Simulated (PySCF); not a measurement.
# BeIn: bond curves at several levels of theory

One job finds the state of BeIn, follows it along the bond with each method and fits the curves.

Computed with PySCF 2.14.0. Level: Be def2-SVPD, In def2-SVPD with ECP28, scalar-relativistic core potentials.

### 1 The job

Settings of the job:

* atoms: Be, In
* charge: 0
* basis: Be def2-SVPD, In def2-SVPD with ECP28
* Hamiltonian: scalar-relativistic core potentials
* basis functions: 44
* electrons treated: 25
* masses in u: 9.0122, 114.9039
* levels: PBE0, PBE, r²SCAN, r²SCAN0, PW91, TPSS, HSE06, HF, MP2, SCS-MP2, CCSD, CCSD(T)
* grid: 80 radial by 434 angular points
* occupations: held fixed by the projection of orbital angular momentum
* dissociation limit: Be + In, each in its ground configuration
* starting distance in angstrom: 2.350
* values of 2S to try: 1, 3

Launch:

```bash
OMP_NUM_THREADS=1 python dia.py task.json out
```

The runs that follow: The PBE0 curve of the state that the search chose; Excited determinants; PBE; r²SCAN (meta-GGA); r²SCAN0; PW91 (GGA); TPSS (meta-GGA); HSE06 (range-separated hybrid); UHF; Correlated methods on the Hartree–Fock reference.

What does the calculation give? Wanted: for each run, Re; ωe; De; μ.

As calculated:

Lowest PBE0 solution found, without spin–orbit coupling: ²Π (doublet), unpaired electrons π ↑. State 2 has its PBE0 minimum 0.02 eV higher. State 4 has its PBE0 minimum 1.12 eV higher. The other levels ran on the lowest alone.

```
      level  Re (Å)  ωe (cm⁻¹)  De (eV)  μ (D)
    UHF-MP2   2.641      288.6    0.280    n/a
   UHF-CCSD   2.801      178.9    0.115    n/a
UHF-CCSD(T)   2.718      228.0    0.195    n/a
        PBE   2.578        328     0.82   0.56
       PW91   2.572        329     0.83   0.53
       TPSS   2.578        327     0.74   0.62
     r²SCAN   2.543        349     0.82   0.28
       PBE0   2.581        323     0.67   0.35
    r²SCAN0   2.569        329     0.67   0.10
      HSE06   2.579        326     0.70   0.32
```

De is counted to Be + In in their ground configurations. A positive dipole means Be(−)In(+). No constants: UHF (no minimum is bracketed among the points kept); UHF-SCS-MP2 (fits of two degrees disagree). ⟨S²⟩ is off the pure value of 0.75 by over a tenth at r²SCAN 0.92.

What this shows: The methods spread over 0.258 Å in bond length, from r²SCAN to UHF-CCSD. CCSD(T) can't serve as the judge here: for a weak bond in this basis it is far from its limit. Of the levels with a De here, UHF-CCSD gives the least (0.115 eV) and PW91 the most (0.83 eV).

Correlated steps freeze 4 core orbitals. These are scalar-relativistic numbers at best; spin–orbit coupling would shift them, the dissociation energy most.
